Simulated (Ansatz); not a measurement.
# C₂H₇NZn: up Jacob's ladder to CCSD(T)

An exercise on one series of results from a longer session: the logs are not shown, and one member is left open.

Method: functionals in def2-TZVPP, the program's frozen cores in correlated methods; program: Ansatz 0.2.0, Gaussian basis.

Levels to be run: LDA (SPW92), PBE-D4, revPBE-D4, BLYP-D4, r2SCAN-D4, B97M-V, PBE0-D4, B3LYP-D4, r2SCANh-D4, r2SCAN0-D4, HSE06-D4, BHLYP-D4, CAM-B3LYP-D4, LC-ωPBE, ωB97X-V, ωB97M-V, B2PLYP, PBE-QIDH; CCSD(T)/def2-SVP; CCSD(T)/def2-TZVPP; MP2/def2-QZVPP; extrapolation to the limit; RPA on PBE.

## The geometry

The geometry comes from an earlier relaxation with PBE0-D4 in a triple-zeta def2 set; it is a stationary point, not always the lowest conformer.

SMILES `NC[CH2][ZnH]`, 11 atoms, charge 0, spin multiplicity 1.

Atoms are counted from 1 here; the program's logs count them from 0.

Bond lengths: N1–C2 1.477 Å, N1–H5 1.013 Å, N1–H6 1.014 Å, C2–C3 1.520 Å, C2–H7 1.099 Å, C2–H8 1.093 Å, C3–Zn4 1.985 Å, C3–H9 1.096 Å, C3–H10 1.091 Å, Zn4–H11 1.551 Å. Angles: C2–N1–H5 112.6°, C2–N1–H6 110.2°, H5–N1–H6 106.7°, N1–C2–C3 107.5°, N1–C2–H7 111.9°, N1–C2–H8 106.7°, C3–C2–H7 114.0°, C3–C2–H8 109.8°, H7–C2–H8 106.7°, C2–C3–Zn4 98.6°, C2–C3–H9 111.2°, C2–C3–H10 112.6°, Zn4–C3–H9 110.5°, Zn4–C3–H10 117.0°, H9–C3–H10 106.9°, C3–Zn4–H11 174.1°.

The first run:

in.yaml

```yaml
crystal:
  periodic: [false, false, false]
  atoms:
    - {symbol: N, position_ang: [-1.119544, 0.510198, -0.226213]}
    - {symbol: C, position_ang: [0.329443, 0.757183, -0.372701]}
    - {symbol: C, position_ang: [1.056952, -0.305727, 0.434365]}
    - {symbol: Zn, position_ang: [-0.277131, -1.766006, 0.270318]}
    - {symbol: H, position_ang: [-1.668338, 0.981178, -0.936199]}
    - {symbol: H, position_ang: [-1.445036, 0.855421, 0.670076]}
    - {symbol: H, position_ang: [0.599300, 1.787626, -0.100577]}
    - {symbol: H, position_ang: [0.563210, 0.640514, -1.434415]}
    - {symbol: H, position_ang: [1.166141, -0.001943, 1.481410]}
    - {symbol: H, position_ang: [2.060897, -0.506402, 0.056042]}
    - {symbol: H, position_ang: [-1.200692, -3.009044, 0.178395]}
basis:
  gaussian: {orbitals: def2-TZVPP}
hamiltonian: {xc: lda}
output: {orbitals: {seedname: orbitals}}
```

Among the steps run: LDA; PBE-D4 (GGA); revPBE-D4 (GGA); BLYP-D4 (GGA); r2SCAN-D4 (meta-GGA); B97M-V (meta-GGA); PBE0-D4 (hybrid); B3LYP-D4 (hybrid); r2SCANh-D4 (hybrid); r2SCAN0-D4 (hybrid); HSE06-D4 (hybrid); BHLYP-D4 (hybrid); CAM-B3LYP-D4 (range-separated); LC-ωPBE (range-separated); ωB97X-V (range-separated); ωB97M-V (range-separated); B2PLYP (double hybrid); PBE-QIDH (double hybrid).

One table of the session follows, with a row left open; its other results are not shown here.

It belongs to the step «Orbital energies across the functionals». 

```
  functional  HOMO (eV)  gap (eV)
 LDA (SPW92)      -5.70      4.79
      PBE-D4      -5.57      4.86
   revPBE-D4      -5.51      4.89
     BLYP-D4      -5.45      4.78
   r2SCAN-D4      -5.78      5.45
      B97M-V      -5.83      5.16
     PBE0-D4      -6.68      6.69
    B3LYP-D4      -6.49      6.23
  r2SCANh-D4      -6.19      6.10
  r2SCAN0-D4      -6.83      7.08
    HSE06-D4      -6.28      5.94
    BHLYP-D4          ?         ?
CAM-B3LYP-D4      -8.02      8.76
     LC-ωPBE      -9.39     11.20
     ωB97X-V      -9.01     10.67
     ωB97M-V      -8.87     10.15
```

Q: Estimate the row for BHLYP-D4 from the others.

Worked estimate for «HOMO (eV)». Against the share of exact exchange, BLYP-D4 (0, -5.45), B3LYP-D4 (0.2, -6.49) give a slope of -5.20 per unit share; at 0.5 the line stands at -8.05.

The run gave: HOMO (eV): -7.72; gap (eV): 8.31. In «HOMO (eV)» the line misses by -0.33.
